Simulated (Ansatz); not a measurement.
## FeI2, space group P-3m1: the Heisenberg exchange couplings, step by step

Program: Ansatz's Python interface.

Contents of `fei2.cif`:
```cif
data_FeI2
_cell_length_a 4.040000
_cell_length_b 4.040000
_cell_length_c 6.750000
_cell_angle_alpha 90.00000
_cell_angle_beta 90.00000
_cell_angle_gamma 120.00000
_symmetry_space_group_name_H-M 'P 1'
_symmetry_Int_Tables_number 1
loop_
_symmetry_equiv_pos_as_xyz
'x, y, z'
loop_
_atom_site_label
_atom_site_type_symbol
_atom_site_fract_x
_atom_site_fract_y
_atom_site_fract_z
Fe1 Fe    0.000000    0.000000    0.000000
I2 I    0.333333    0.666667    0.250000
I3 I    0.666667    0.333333    0.750000
```

The cells in order, each with its output:

In [1]:
```python
import ansatz as az
from ase.io import read
import numpy as np
```

In [2]:
```python
atoms = read("fei2.cif")
structure = az.Crystal.from_ase(atoms).moments(Fe=3.5)
```

In [3]:
```python
[site.symbol for site in structure.resolved().sites]
```
Out [3]:
```text
['Fe', 'I', 'I']
```

In [4]:
```python
job = (
    structure.calculation()
    .occupations("Fermi-Dirac", width=0.15)
    .scf(tolerance=1e-07)
    .kpoints(9, 9, 5, center="gamma")
    .functional("pbesol")
    .spin("collinear")
    .eigenstates(nscf_kmesh=(5, 5, 3))
    .exchange_couplings(magnetic=["Fe"])
)
couplings = job.run(threads=1, pin="off").exchange_couplings().to_plain()
for atom in couplings["atoms"]:
    print(atom["site"]["symbol"], atom["role"], "moment", round(atom["moment_mub"], 3), "muB")
shells = {}
for pair in couplings["pairs"]:
    key = (pair["site"], pair["partner"], round(float(np.linalg.norm(pair["displacement_ang"])), 2))
    shells.setdefault(key, []).append(1000 * pair["coupling_ev"])
print("site partner distance (A)  count  mean J (meV)")
for (i, j, d), values in sorted(shells.items(), key=lambda item: item[0][2])[:6]:
    print(f"{i:4d} {j:7d} {d:12.2f} {len(values):6d} {np.mean(values):13.3f}")
print("mean-field order:", couplings["mean_field_order"])
```
```text
DeckWarning: the atoms were moved onto the symmetric positions of the space group found under crystal.symmetry.tolerance 1.0e-5 (fractional; no operation is sought that the atoms, as they stand in a [...]
DeckWarning: basis.ecutwfc = 420 eV, auto-derived from the records' recommended cutoffs: set by Fe (normal level)
Fe magnetic moment 3.909 muB
I relaxed moment 0.029 muB
I relaxed moment 0.029 muB
site partner distance (A)  count  mean J (meV)
   0       0         4.04      6         2.897
   0       0         6.75      2        -0.026
   0       0         7.00      6        -0.189
   0       0         7.87     12        -0.252
   0       0         8.08      6        -0.655
   0       0         9.72     12        -0.231
mean-field order: {'temperature_k': 118.61903664779818, 'q_frac': [0.0, 0.0, 0.3333333333333333]}
```

Notes:
- The magnetic order follows from the starting moments and needn't be the lowest.
- A Fermi-Dirac width this large means warm electrons, whose thermal share enters the free energy.
- Of the deposited cell: the entry's cell lengths or inner coordinates differ somewhat from later room-temperature determinations.
- Without a Hubbard U or exact exchange, semilocal functionals often make such 3d compounds metallic or too weakly gapped.
- The starting cell is as deposited in a crystallographic database; the results hold for this polymorph, which needn't be the stable one.
- Warnings are shown shortened and without file and line.
- The couplings are those of E = -sum over i != j of J_ij e_i.e_j for unit vectors, so J > 0 favours parallel moments. Couplings oscillate with the k-mesh and hold for small turns from this magnetic state; mean-field temperatures overestimate ordering, and where the couplings favour a wavevector other than zero the state started from isn't the stable order.
- Wall time of the script: 56 s on 1 thread of Arm Neoverse V2 (shared host), peak memory 1.3 GiB.
